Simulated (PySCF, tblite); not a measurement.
# C2H13B3N2: dynamics, then NMR shifts on frames, part 1 of 2

How do NMR shifts of C2H13B3N2 (`CB(C)[NH+]1[BH2-][NH2+][BH2-]1`) change as the atoms move?

Programs: tblite 0.8.0 and PySCF 2.14.0, with density-fitted response routines of our own. Each step states its level of theory. These are calculated values for one molecule in the gas phase, unless marked as measured. Atoms are numbered from 0 throughout.

**1. Starting geometry**

20 atoms, charge 0, multiplicity 1; geometry from: GFN2-xTB.

Bonds of the start (Å): C0–B1 1.58, B1–C2 1.59, B1–N3 1.44, N3–B4 1.62, B4–N5 1.58, N5–B6 1.58, B6–N3 1.62, C0–H7 1.09, C0–H8 1.09, C0–H9 1.09, C2–H10 1.09, C2–H11 1.09, C2–H12 1.09, N3–H13 1.01, B4–H14 1.18, B4–H15 1.19, N5–H16 1.01, N5–H17 1.01, B6–H18 1.18, B6–H19 1.19.

**2. Dynamics with GFN2-xTB**

Job settings and geometry (Å):

```
{"job": {"kind": "md", "xc": "GFN2-xTB", "basis": "xTB", "temperature": 300, "steps": 2000, "every": 50, "frames": 5}, "charge": 0, "multiplicity": 1}
C      1.370994     1.387019    -0.362869
B      1.079243    -0.136291    -0.070554
C      2.280164    -1.170308    -0.021242
N     -0.268477    -0.598836     0.167954
B     -1.248027     0.170809     1.198329
N     -2.393941     0.366607     0.126103
B     -1.443969    -0.343173    -0.917654
H      1.614977     1.890070     0.572760
H      0.519767     1.910923    -0.785835
H      2.223649     1.533460    -1.022256
H      2.655610    -1.348191    -1.028994
H      2.013148    -2.140120     0.395129
H      3.123804    -0.786343     0.549160
H     -0.276800    -1.583643     0.398886
H     -0.801139     1.204497     1.564079
H     -1.580659    -0.560773     2.074476
H     -3.256519    -0.122666     0.323697
H     -2.617559     1.329618    -0.084536
H     -1.109803     0.387655    -1.787977
H     -1.889611    -1.379633    -1.291693
```

Method: GFN2-xTB Langevin dynamics, gas phase.

Started as:

```sh
> OMP_NUM_THREADS=1 python probes_run.py task.json out
```

The driver reads the jobs from task.json and runs them one after another.

What it wrote:

```text
t/fs     T/K      E/eV
    0.0   246.4   -559.18757
   25.0   206.9   -558.74691
   50.0   214.3   -558.70030
   75.0   204.7   -558.58667
  100.0   271.1   -558.52518
  125.0   348.5   -558.64246
  150.0   434.9   -558.63035
  175.0   283.9   -558.49942
  200.0   356.3   -558.58081
  225.0   299.2   -558.35675
  250.0   380.6   -558.22761
  275.0   468.1   -558.40780
  300.0   292.1   -557.97968
  325.0   429.1   -558.36804
  350.0   313.5   -558.29548
  375.0   304.0   -558.48259
  400.0   402.3   -558.47537
  425.0   266.1   -558.21841
  450.0   434.0   -558.58037
  475.0   301.4   -558.43176
  500.0   341.7   -558.65090
  525.0   256.8   -558.46574
  550.0   356.8   -558.41171
  575.0   374.8   -558.51473
  600.0   366.0   -558.39552
  625.0   329.6   -558.31094
  650.0   339.8   -558.45292
  675.0   367.0   -558.52687
  700.0   294.4   -558.51017
  725.0   325.4   -558.46058
  750.0   373.9   -558.57273
  775.0   337.0   -558.42335
  800.0   397.2   -558.58356
  825.0   317.3   -558.57854
  850.0   314.4   -558.65541
  875.0   293.7   -558.45822
  900.0   285.6   -558.34001
  925.0   385.9   -558.72862
  950.0   312.0   -558.41116
  975.0   369.8   -558.64086
 1000.0   324.6   -558.51204
```

Run time: 12 s. Hardware: 1 thread of Arm Neoverse V1, shared host; peak memory 0.18 GiB.

Distance from the start (root mean square after alignment): 0 fs 0.00 Å, 200 fs 0.79 Å, 400 fs 0.61 Å, 600 fs 0.75 Å, 800 fs 0.90 Å, 1000 fs 1.00 Å.

Positions (Å) and forces (eV/Å) at 1000 fs:

```xyz
20

C     1.963   -0.758    1.275   -0.070    1.814   -2.446
B     0.703   -1.538    1.750   -0.463    0.162   -0.142
C     0.891   -3.007    2.204    0.520   -0.367   -1.059
N    -0.611   -0.927    1.808   -0.159    0.205    0.211
B    -0.946    0.586    2.119    0.183    0.985    0.683
N    -1.447    0.896    0.651   -0.171    0.272   -0.821
B    -1.174   -0.644    0.337   -0.511   -0.684   -0.636
H     2.841   -1.306    0.992    0.266   -0.635    0.291
H     2.186   -0.165    2.138    0.439    0.593    0.375
H     1.896   -0.009    0.346   -0.413   -1.272    2.050
H     0.239   -3.388    2.938   -0.338   -0.203    1.214
H     1.929   -3.244    2.331    0.521   -0.014    1.008
H     0.709   -3.665    1.373   -0.566   -0.187   -0.932
H    -1.313   -1.427    2.324    0.106   -0.560    0.126
H     0.013    1.253    2.424   -0.202   -0.259   -0.150
H    -1.854    0.728    2.957    0.572   -0.286   -0.702
H    -2.440    1.173    0.661    0.783   -0.171   -0.307
H    -0.913    1.552    0.042   -0.594   -0.611    0.853
H    -0.315   -0.967   -0.457   -0.487    0.715    0.057
H    -2.210   -1.274    0.099    0.584    0.501    0.327
```

**3. Nuclear shieldings: 250 fs, PBE0/pcSseg-1**

Job settings and geometry (Å):

```
{"job": {"kind": "nmr", "xc": "PBE0", "basis": "pcSseg-1", "pop": false}, "charge": 0, "multiplicity": 1}
C      1.014100     1.376600     0.833000
B      0.890100    -0.109400     0.486400
C      2.058200    -1.025700     1.116000
N     -0.380100    -0.655800     0.173800
B     -1.657800    -0.150500     1.172400
N     -2.500600     0.477600     0.001700
B     -1.291300    -0.051600    -1.003900
H      0.285400     2.032200     0.455800
H      2.025400     1.669000     0.565500
H      0.979700     1.353000     1.854600
H      2.445700    -1.912600     0.513300
H      1.632200    -1.373100     2.068300
H      2.814900    -0.299100     1.385100
H     -0.419400    -1.727000     0.131600
H     -1.275400     0.706700     1.959500
H     -2.097900    -1.060700     1.682400
H     -3.344700    -0.002500    -0.148300
H     -2.705300     1.474400     0.107400
H     -0.777400     0.949000    -1.494700
H     -1.906300    -0.860900    -1.572400
```

Method: GIAO PBE0/pcSseg-1 NMR shielding, non-relativistic, gas phase.

What it wrote:

```text
coarse grid: 15616 points
cycle   1  E = -267.6935610464  dE =  5.948e-01  |g| = 5.429e-01  |ddm| = 3.712e+00
cycle   2  E = -267.6927842049  dE =  7.768e-04  |g| = 5.692e-01  |ddm| = 1.027e+00
cycle   3  E = -267.7745654058  dE = -8.178e-02  |g| = 5.521e-02  |ddm| = 5.540e-01
cycle   4  E = -267.7750905854  dE = -5.252e-04  |g| = 3.119e-02  |ddm| = 7.118e-02
cycle   5  E = -267.7752898113  dE = -1.992e-04  |g| = 4.392e-03  |ddm| = 2.107e-02
cycle   6  E = -267.7752936279  dE = -3.817e-06  |g| = 2.039e-03  |ddm| = 5.263e-03
final grid: 147864 points
cycle   7  E = -267.8067464914  dE = -8.036e-05  |g| = 1.009e-02  |ddm| = 4.454e-02
cycle   8  E = -267.8067390903  dE =  7.401e-06  |g| = 1.186e-02  |ddm| = 1.837e-02
cycle   9  E = -267.8067711015  dE = -3.201e-05  |g| = 1.014e-03  |ddm| = 9.436e-03
cycle  10  E = -267.8067713163  dE = -2.148e-07  |g| = 2.744e-04  |ddm| = 8.803e-04
cycle  11  E = -267.8067713322  dE = -1.589e-08  |g| = 5.237e-05  |ddm| = 2.468e-04
cycle  12  E = -267.8067713329  dE = -6.814e-10  |g| = 1.567e-05  |ddm| = 7.181e-05
converged SCF energy = -267.8067713329

GIAO shielding tensors (ppm)
atom      isotropic    diamagn.    paramagn.     s11        s22        s33       span
  0 C      175.154     254.753     -79.599    154.701    178.355    192.408     37.707
  1 B       31.183     190.575    -159.392    -24.007     10.373    107.183    131.189
  2 C      169.312     256.132     -86.820    157.974    162.634    187.326     29.352
  3 N      185.200     325.623    -140.424    130.523    206.872    218.204     87.680
  4 B      106.730     191.332     -84.602     94.000     97.158    129.032     35.033
  5 N      246.935     318.768     -71.833    226.953    240.502    273.349     46.396
  6 B      112.930     191.487     -78.557    101.205    114.103    123.480     22.275
  7 H       31.368      34.268      -2.900     26.953     30.894     36.257      9.304
  8 H       30.834      31.632      -0.798     26.501     30.234     35.765      9.264
  9 H       32.872      34.247      -1.376     30.017     31.250     37.348      7.332
 10 H       29.798      29.484       0.314     25.997     27.742     35.656      9.659
 11 H       31.159      31.243      -0.083     28.237     29.706     35.535      7.298
 12 H       30.676      31.363      -0.686     26.206     31.271     34.551      8.345
 13 H       26.403      32.524      -6.122     20.082     26.397     32.728     12.646
 14 H       27.833      31.756      -3.923     24.151     28.713     30.635      6.485
 15 H       28.750      32.327      -3.577     25.220     29.083     31.947      6.727
 16 H       30.777      31.062      -0.285     23.673     27.372     41.286     17.612
 17 H       29.958      30.587      -0.629     22.810     27.460     39.603     16.793
 18 H       27.325      30.813      -3.488     23.729     27.645     30.602      6.873
 19 H       28.098      31.905      -3.807     23.592     28.950     31.751      8.159
```

Run time: 35 s. Hardware: 1 thread of Arm Neoverse V1, shared host; peak memory 0.84 GiB.

The references, computed at this level on geometries of the same kind, shield at (ppm): 1H TMS 31.72, 13C TMS 186.9, 15N NH3 267.7, 11B BF3·OEt2 100.1. Their shielding less the atom's gives the shift. The references are single molecules in the gas phase, so shifts against H2O, NH3, PH3, H3PO4 or CFCl3 are not on the usual liquid scales and can be off by tens of ppm. Each atom is listed at this fixed geometry, with no averaging over motion; a spectrum would average atoms that exchange fast.

| atoms | environment | σ (ppm) | δ (ppm) |
| --- | --- | --- | --- |
| C2 | methyl carbon bonded to B | 169.3 | 17.6 |
| C0 | methyl carbon bonded to B | 175.2 | 11.8 |
| H13 | hydrogen on a donor nitrogen of a Lewis adduct | 26.40 | 5.31 |
| H18 | hydrogen on a boron bonded to 2 N, in a 4-membered ring | 27.33 | 4.39 |
| H14 | hydrogen on a boron bonded to 2 N, in a 4-membered ring | 27.83 | 3.88 |
| H19 | hydrogen on a boron bonded to 2 N, in a 4-membered ring | 28.10 | 3.62 |
| H15 | hydrogen on a boron bonded to 2 N, in a 4-membered ring | 28.75 | 2.97 |
| H10 | hydrogen on a methyl carbon bonded to B | 29.80 | 1.92 |
| H17 | hydrogen on a donor nitrogen of a Lewis adduct | 29.96 | 1.76 |
| H12 | hydrogen on a methyl carbon bonded to B | 30.68 | 1.04 |
| H16 | hydrogen on a donor nitrogen of a Lewis adduct | 30.78 | 0.94 |
| H8 | hydrogen on a methyl carbon bonded to B | 30.83 | 0.88 |
| H11 | hydrogen on a methyl carbon bonded to B | 31.16 | 0.56 |
| H7 | hydrogen on a methyl carbon bonded to B | 31.37 | 0.35 |
| H9 | hydrogen on a methyl carbon bonded to B | 32.87 | -1.15 |
| B1 | boron bonded to 2 C, N | 31.2 | 68.9 |
| B4 | boron bonded to 2 N, 2 H, in a 4-membered ring | 106.7 | -6.7 |
| B6 | boron bonded to 2 N, 2 H, in a 4-membered ring | 112.9 | -12.9 |
| N3 | donor nitrogen of a Lewis adduct | 185.2 | 82.5 |
| N5 | donor nitrogen of a Lewis adduct | 246.9 | 20.8 |

Ring of atoms N3, B4, N5, B6: NICS(0) -6.2, NICS(1) 0.1, NICS(1)zz 1.1 ppm (means of both faces).

Orbitals, density, ELF and potential are computed afterwards from the orbital file.

Frontier orbitals at PBE0/pcSseg-1, with the share of their density that lies nearest to each atom:

| orbital | energy (eV) | lies on |
| --- | --- | --- |
| HOMO | -7.91 | N5 21 %; N3 17 %; H14, H18 about 13 % each |
| LUMO | -0.16 | B1 53 %; H9, H11 about 6 % each |

ELF in a plane through or near 8 of the atoms.

Values, 10 rows by 14 columns:
```
0.00 0.00 0.00 0.00 0.00 0.00 0.00 0.00 0.00 0.00 0.00 0.00 0.00 0.00
0.00 0.00 0.00 0.00 0.01 0.03 0.04 0.02 0.00 0.00 0.00 0.00 0.00 0.00
0.00 0.00 0.00 0.06 0.55 0.34 0.81 0.97 0.01 0.00 0.00 0.00 0.00 0.00
0.00 0.00 0.00 0.07 0.85 0.55 0.74 0.94 0.01 0.44 0.96 0.46 0.00 0.00
0.00 0.00 0.88 0.89 0.07 0.75 0.86 0.04 0.06 0.68 0.78 0.15 0.00 0.00
0.00 0.01 0.93 1.00 0.65 0.61 0.33 0.67 0.34 0.79 0.88 0.93 0.10 0.00
0.00 0.00 0.13 0.68 0.41 0.50 0.38 0.83 0.25 0.04 0.11 0.38 0.00 0.00
0.00 0.00 0.10 0.84 0.75 0.06 0.57 0.99 0.15 0.01 0.00 0.00 0.00 0.00
0.00 0.00 0.00 0.04 0.04 0.00 0.00 0.08 0.00 0.00 0.00 0.00 0.00 0.00
0.00 0.00 0.00 0.00 0.00 0.00 0.00 0.00 0.00 0.00 0.00 0.00 0.00 0.00
```
The map spans 11.5 Å across and 9.2 Å up, centred on the molecule. Atoms in the plane (x, y in Å): C0 (-1.1, 1.5), B1 (-1.1, 0.0), C2 (-2.4, -0.8), N3 (0.2, -0.7), N5 (2.4, 0.2), H7 (-0.2, 2.0), H12 (-3.2, 0.0), H13 (0.1, -1.8).

log10 of the density (e/Å³) in the same plane.

Ten even steps from ' ' (-4.0) to '@' (1.4):
```
                                                        
                    ......                              
              ..::::::----::::..                        
            ::::----========----..                      
          ..::--==++++++++++++==::..........            
        ..::--==++**########**++------====--::..        
        ..::--==**####@@####**++--==++++++++==::..      
      ..::--====++**##@@##**++====++********==--..      
    ..--==++++++++**######**++++++**######**++--::      
    ::--++**####****##%%##********##%%@@####++==::..    
    ::--++**##########%%########****##%%####**==--..    
    ::--++**####@@####**##%%@@%%************++==--..    
    ::--==++**######**++**##%%##**++++========--..      
    ..::==++********++++++####**++====------::..        
    ..::--==++**++++====++****++==------::::..          
      ..::--======----::--======--::::::....            
        ..::::::::::::..::::::::........                
            ........      ....                          
                                                        
                                                        
```
The map spans 11.5 Å across and 9.2 Å up, centred on the molecule. Atoms in the plane (x, y in Å): C0 (-1.1, 1.5), B1 (-1.1, 0.0), C2 (-2.4, -0.8), N3 (0.2, -0.7), N5 (2.4, 0.2), H7 (-0.2, 2.0), H12 (-3.2, 0.0), H13 (0.1, -1.8).

On the surface of density 0.002 e/bohr³ the electrostatic potential runs, from the 1st to the 99th percentile, from -0.85 to 1.74 V.

**4. Nuclear shieldings: 425 fs, PBE0/pcSseg-1**

Job settings and geometry (Å):

```
{"job": {"kind": "nmr", "xc": "PBE0", "basis": "pcSseg-1", "pop": false}, "charge": 0, "multiplicity": 1}
C      1.533800     1.134900     1.114200
B      1.084400    -0.366000     0.822400
C      1.888600    -1.780300     0.976800
N     -0.320600    -0.631900     0.625800
B     -1.461100    -0.056300     1.550100
N     -2.523100     0.178700     0.280500
B     -1.302500    -0.088800    -0.628600
H      0.667600     1.769400     1.242600
H      1.881600     1.629800     0.128100
H      2.127600     1.310500     2.031500
H      2.073400    -2.137200     0.003800
H      1.248600    -2.623000     1.385800
H      2.838400    -1.720600     1.459100
H     -0.373600    -1.657000     0.686000
H     -1.255900     1.075500     1.935700
H     -1.882000    -0.816600     2.333500
H     -3.237800    -0.498500     0.389400
H     -2.941200     1.103600     0.252300
H     -0.632500     0.765100    -1.123700
H     -1.429900    -0.984200    -1.391200
```

With the program's defaults for keys left out, this is: GIAO PBE0/pcSseg-1 NMR shielding, non-relativistic, gas phase.

What it wrote:

```text
coarse grid: 15616 points
cycle   1  E = -267.7004132748  dE =  5.012e-01  |g| = 5.130e-01  |ddm| = 3.677e+00
cycle   2  E = -267.7019074410  dE = -1.494e-03  |g| = 5.369e-01  |ddm| = 9.633e-01
cycle   3  E = -267.7740088036  dE = -7.210e-02  |g| = 6.226e-02  |ddm| = 4.977e-01
cycle   4  E = -267.7746944999  dE = -6.857e-04  |g| = 3.118e-02  |ddm| = 6.897e-02
cycle   5  E = -267.7748950529  dE = -2.006e-04  |g| = 4.629e-03  |ddm| = 2.163e-02
cycle   6  E = -267.7748996122  dE = -4.559e-06  |g| = 2.026e-03  |ddm| = 5.567e-03
final grid: 147864 points
cycle   7  E = -267.8049010864  dE = -7.074e-05  |g| = 9.862e-03  |ddm| = 4.109e-02
cycle   8  E = -267.8048912487  dE =  9.838e-06  |g| = 1.214e-02  |ddm| = 1.781e-02
cycle   9  E = -267.8049242682  dE = -3.302e-05  |g| = 9.124e-04  |ddm| = 9.257e-03
cycle  10  E = -267.8049244482  dE = -1.799e-07  |g| = 2.464e-04  |ddm| = 7.841e-04
cycle  11  E = -267.8049244611  dE = -1.290e-08  |g| = 5.751e-05  |ddm| = 2.181e-04
cycle  12  E = -267.8049244619  dE = -7.922e-10  |g| = 2.240e-05  |ddm| = 7.095e-05
converged SCF energy = -267.8049244619

GIAO shielding tensors (ppm)
atom      isotropic    diamagn.    paramagn.     s11        s22        s33       span
  0 C      179.437     256.049     -76.611    161.949    187.099    189.264     27.315
  1 B       30.691     190.823    -160.132    -28.217     14.230    106.060    134.278
  2 C      169.039     255.004     -85.965    141.612    168.690    196.815     55.203
  3 N      171.384     326.036    -154.652    110.525    200.171    203.458     92.933
  4 B      110.547     191.824     -81.278    100.768    107.358    123.514     22.746
  5 N      251.992     318.742     -66.749    233.630    238.217    284.129     50.500
  6 B      112.107     192.659     -80.552     96.042    109.056    131.222     35.180
  7 H       29.775      34.373      -4.599     25.207     29.227     34.890      9.682
  8 H       29.443      29.500      -0.056     25.577     27.096     35.658     10.081
  9 H       30.372      29.101       1.271     26.201     27.967     36.948     10.748
 10 H       31.807      33.072      -1.264     28.817     30.190     36.416      7.599
 11 H       30.327      30.619      -0.292     26.499     29.925     34.557      8.059
 12 H       31.068      30.089       0.979     26.505     29.397     37.302     10.797
 13 H       27.040      35.936      -8.897     19.695     27.854     33.570     13.875
 14 H       27.555      31.787      -4.231     24.005     28.865     29.796      5.791
 15 H       28.612      31.292      -2.681     24.928     28.916     31.991      7.063
 16 H       30.389      30.473      -0.084     23.516     26.853     40.798     17.282
 17 H       30.089      30.368      -0.279     22.612     26.841     40.814     18.202
 18 H       27.888      32.843      -4.955     24.665     27.805     31.194      6.528
 19 H       28.364      32.554      -4.191     24.557     28.903     31.631      7.074
```

It took 26 s on 1 thread of Arm Neoverse V1, shared host; peak memory 0.85 GiB.

In short: δ C2 17.9, C0 7.5, B1 69.4, B4 -10.5, H13 4.68, H14 4.16 ppm.

**5. NMR shieldings: 625 fs, PBE0/pcSseg-1**

Job settings and geometry (Å):

```
{"job": {"kind": "nmr", "xc": "PBE0", "basis": "pcSseg-1", "pop": false}, "charge": 0, "multiplicity": 1}
C      1.654100     0.542700     1.058300
B      1.000300    -0.858800     0.805000
C      1.825800    -2.186900     0.853400
N     -0.407700    -0.868100     0.679300
B     -1.251100    -0.335200     2.087700
N     -2.177700     0.690700     1.247700
B     -1.394500     0.099600    -0.074500
H      0.945100     1.367400     0.794300
H      2.558300     0.751700     0.456600
H      1.919400     0.779900     2.059800
H      1.526200    -2.943200     0.008200
H      1.374700    -2.680000     1.834600
H      2.863400    -2.130700     0.851500
H     -0.695200    -1.842400     0.630900
H     -0.718100     0.154400     2.993200
H     -1.923700    -1.289300     2.477300
H     -3.134100     0.638600     1.385700
H     -1.986800     1.661500     1.536600
H     -0.776000     0.934500    -0.668700
H     -2.291900    -0.485900    -0.606000
```

With the program's defaults for keys left out, this is: GIAO PBE0/pcSseg-1 NMR shielding, non-relativistic, gas phase.

What it wrote:

```text
coarse grid: 15616 points
cycle   1  E = -267.7054250520  dE =  4.894e-01  |g| = 5.094e-01  |ddm| = 3.678e+00
cycle   2  E = -267.7037808889  dE =  1.644e-03  |g| = 5.391e-01  |ddm| = 9.625e-01
cycle   3  E = -267.7780019187  dE = -7.422e-02  |g| = 5.113e-02  |ddm| = 5.170e-01
cycle   4  E = -267.7785044553  dE = -5.025e-04  |g| = 2.738e-02  |ddm| = 6.703e-02
cycle   5  E = -267.7786589840  dE = -1.545e-04  |g| = 4.898e-03  |ddm| = 1.939e-02
cycle   6  E = -267.7786639020  dE = -4.918e-06  |g| = 1.777e-03  |ddm| = 5.466e-03
final grid: 147864 points
cycle   7  E = -267.8093107621  dE = -6.621e-05  |g| = 8.678e-03  |ddm| = 3.460e-02
cycle   8  E = -267.8093044219  dE =  6.340e-06  |g| = 1.031e-02  |ddm| = 1.576e-02
cycle   9  E = -267.8093296140  dE = -2.519e-05  |g| = 7.542e-04  |ddm| = 8.485e-03
cycle  10  E = -267.8093297297  dE = -1.157e-07  |g| = 2.419e-04  |ddm| = 6.223e-04
cycle  11  E = -267.8093297418  dE = -1.210e-08  |g| = 4.746e-05  |ddm| = 2.029e-04
cycle  12  E = -267.8093297424  dE = -5.755e-10  |g| = 1.638e-05  |ddm| = 6.390e-05
converged SCF energy = -267.8093297424

GIAO shielding tensors (ppm)
atom      isotropic    diamagn.    paramagn.     s11        s22        s33       span
  0 C      179.643     254.965     -75.322    165.906    179.624    193.398     27.491
  1 B       36.378     189.480    -153.101    -21.575     19.287    111.422    132.997
  2 C      168.065     254.842     -86.778    154.332    168.232    181.630     27.299
  3 N      194.292     322.537    -128.245    135.252    216.871    230.752     95.500
  4 B      105.453     186.678     -81.225     92.529     95.468    128.362     35.833
  5 N      250.824     317.128     -66.304    230.244    244.700    277.528     47.285
  6 B      114.324     190.500     -76.176    101.648    116.013    125.312     23.663
  7 H       29.854      33.898      -4.044     25.290     29.999     34.273      8.983
  8 H       30.811      31.169      -0.358     26.593     28.665     37.176     10.583
  9 H       31.493      31.337       0.156     27.721     29.223     37.535      9.813
 10 H       29.158      29.122       0.036     25.233     27.869     34.372      9.139
 11 H       29.255      26.600       2.654     25.755     28.317     33.692      7.937
 12 H       31.358      31.152       0.206     27.071     30.146     36.857      9.786
 13 H       27.669      33.882      -6.212     20.415     28.154     34.439     14.024
 14 H       28.322      30.006      -1.684     25.108     29.143     30.715      5.606
 15 H       27.489      29.014      -1.524     24.070     27.714     30.683      6.613
 16 H       32.039      31.359       0.680     24.402     28.066     43.649     19.247
 17 H       29.924      31.002      -1.078     22.686     27.474     39.611     16.926
 18 H       27.938      31.749      -3.811     24.508     28.051     31.255      6.748
 19 H       27.829      31.481      -3.651     23.606     28.496     31.386      7.780
```

Run time: 22 s. Hardware: 1 thread of Arm Neoverse V1, shared host; peak memory 0.86 GiB.

This run: δ C2 18.9, C0 7.3, B1 63.7, B4 -5.4, H15 4.23, H13 4.05 ppm.

(Continued in part 2 of 2.)
